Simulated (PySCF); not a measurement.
**C2H8P2SSi2: electronic excitations**

Wanted: the electronic excitations of C2H8P2SSi2 (`CC(=S)[SiH]1P[SiH2]P1`), by calculation.

Computed with PySCF 2.14.0, with density-fitted response routines of our own, on a single molecule in the gas phase. Atoms are numbered from 0 throughout.

## Step 1: Starting geometry

15 atoms, charge 0, multiplicity 1; geometry from: GFN2-xTB.

Bonds of the start (Å): C0–C1 1.48, C1–S2 1.63, C1–Si3 1.89, Si3–P4 2.27, P4–Si5 2.27, Si5–P6 2.27, P6–Si3 2.27, C0–H7 1.09, C0–H8 1.09, C0–H9 1.09, Si3–H10 1.47, P4–H11 1.38, Si5–H12 1.46, Si5–H13 1.46, P6–H14 1.38.

## Step 2: Excited states and response: CAM-B3LYP/def2-SVPD

The job: settings as JSON, then the geometry in Å.

```
{"job": {"kind": "uv", "xc": "CAM-B3LYP", "basis": "def2-SVPD", "nstates": 8, "ntriplets": 3}, "charge": 0, "multiplicity": 1}
C      2.811181    -0.099454     0.302252
C      1.439914     0.440642     0.155029
S      1.160630     2.024424    -0.103817
Si    -0.018508    -0.762964     0.272438
P     -1.611326    -0.080325     1.732334
Si    -2.883185     0.007273    -0.141992
P     -1.314590    -0.759264    -1.588546
H      3.563100     0.671606     0.145316
H      2.926311    -0.519349     1.302384
H      2.964343    -0.913584    -0.405908
H      0.444360    -2.120038     0.577732
H     -1.239920     1.251432     1.707091
H     -3.965189    -0.969871    -0.046601
H     -3.366278     1.347272    -0.465137
H     -0.915257     0.490190    -2.025696
```

Method: TDDFT CAM-B3LYP/def2-SVPD, vertical, gas phase, core orbitals frozen in the response.

Launch:

```sh
> OMP_NUM_THREADS=1 python probes_run.py task.json out
```

This one command runs all jobs of the session in turn.

Predict these results of the whole session: lowest singlet (CAM-B3LYP/def2-SVPD); brightest single state of those computed; lowest triplet.

**Answer**, as computed:

```
                                quantity                        value
    lowest singlet (CAM-B3LYP/def2-SVPD)  2.10 eV (591 nm), f = 0.000
brightest single state of those computed  state 7, 5.18 eV, f = 0.086
                          lowest triplet                      1.61 eV
```

In words: The first singlet state (HOMO−1→LUMO 0.96) lies at 2.10 eV and is dark; of the 8 states computed, the strongest absorption comes from state 7 at 5.18 eV. The lowest triplet lies 0.48 eV below the lowest singlet (triplets in Tamm-Dancoff, singlets in full TDDFT).
